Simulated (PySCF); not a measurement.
# C2H9BS: the cost of one run

Programs: PySCF 2.14.0, with density-fitted response routines of our own. Each step states its level of theory. These are calculated values for one molecule in the gas phase, unless marked as measured. Atoms are numbered from 0 throughout.

### Step 1. Starting geometry

13 atoms, charge 0, multiplicity 1; geometry from: GFN2-xTB. The atoms were then displaced at random by about 0.01 Å, so the start is not that level's minimum.

Bonds of the start (Å): B0–S1 1.95, S1–C2 1.81, S1–C3 1.80, B0–H4 1.20, B0–H5 1.18, B0–H6 1.20, C2–H7 1.09, C2–H8 1.08, C2–H9 1.11, C3–H10 1.06, C3–H11 1.08, C3–H12 1.15.

### Step 2. Optimising the geometry at PBE0-D3(BJ)/def2-SVP

Job settings and geometry (Å):

```
{"job": {"xc": "PBE0", "basis": "def2-SVP", "d3": "d3bj", "grid": 1, "shake": 0.01, "kind": "geom"}, "charge": 0, "multiplicity": 1}
B     -0.454390     1.622820     0.337730
S     -0.217380    -0.215030     0.935890
C      1.481650    -0.511620     0.397440
C     -1.029180    -1.125950    -0.385420
H     -0.128210     1.639540    -0.813500
H      0.211090     2.287590     1.056700
H     -1.624670     1.835060     0.491400
H      1.661440    -0.098150    -0.595350
H      1.704960    -1.569710     0.447600
H      2.145090     0.005180     1.117850
H     -0.816000    -0.698810    -1.335420
H     -0.772480    -2.173970    -0.328190
H     -2.156110    -1.013840    -0.215660
```

Launch:

```sh
OMP_NUM_THREADS=1 python probes_run.py task.json out
```

The driver reads the jobs from task.json and runs them one after another.

Q: Estimate the wall time and peak memory of this first job on 1 thread of Arm Neoverse N1, shared host.

About 50 s, with a peak of 0.44 GiB.
